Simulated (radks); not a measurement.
**Valence configurations of Sn³⁺**

One table from this session's results is given with a row withheld; the runs are named, their logs left out.

Program: radks (a radial shooting solver on a logarithmic mesh, Libxc functionals) version 1. Level of theory: scalar-relativistic Kohn-Sham, SCAN, spin-unpolarised, spherical densities, finite nucleus. These are calculated values, not measurements, unless marked.

1 further run of the same task is left out (it didn't finish).

## What is computed

* element: tin (Z = 50)
* charge: +3
* electrons: 47
* configuration: [Kr] 4d10 5s1
* nuclear rms radius: 4.6519 fm
* others tried: 4d10 5p1; 4d9.5 5s1 5p0.5; 4d10 5s0.5 5p0.5; 4d9 5s1 5p1; 4d8 5s1 5p2; 4d9 5p2; 4d9.5 5s0.5 5p1; 4d8 5s2 5p1

The outer shells:

Sn³⁺
```
[Kr] core
4d [↑↓][↑↓][↑↓][↑↓][↑↓]
5s [↑ ]
```

Set-up of the first run:

The run's settings:

```text
Z 50
configuration [Kr] 4d10 5s1
relativity scalar-relativistic
functional scan,scan
spin unpolarised
nucleus finite rms 4.6519 fm
c 137.035999084
```

Among the steps run: [Kr] 4d10 5s1.

One table of the session follows, with a row left open; its other results are not shown here.

It belongs to the step «[Kr] 4d10 5s1». Radial moments (bohr):

```
level     <r>  outermost maximum (interpolated)  90 % within  nodes
   2p  0.1096                            0.0850        0.178      0
   3s  0.3385                             0.307        0.498      2
   3p       ?                                 ?            ?      ?
   3d  0.3146                             0.252        0.495      0
   4s  0.8201                             0.747         1.19      3
   4p  0.8856                             0.789         1.30      2
   4d   1.079                             0.885         1.67      1
   5s   2.118                              1.89         3.05      4
```

Q: Estimate the row for 3p from the others.

As computed: <r>: 0.3372; outermost maximum (interpolated): 0.301; 90 % within: 0.506; nodes: 1. In the column «<r>» it lies between 3d (0.3146) and 3s (0.3385).
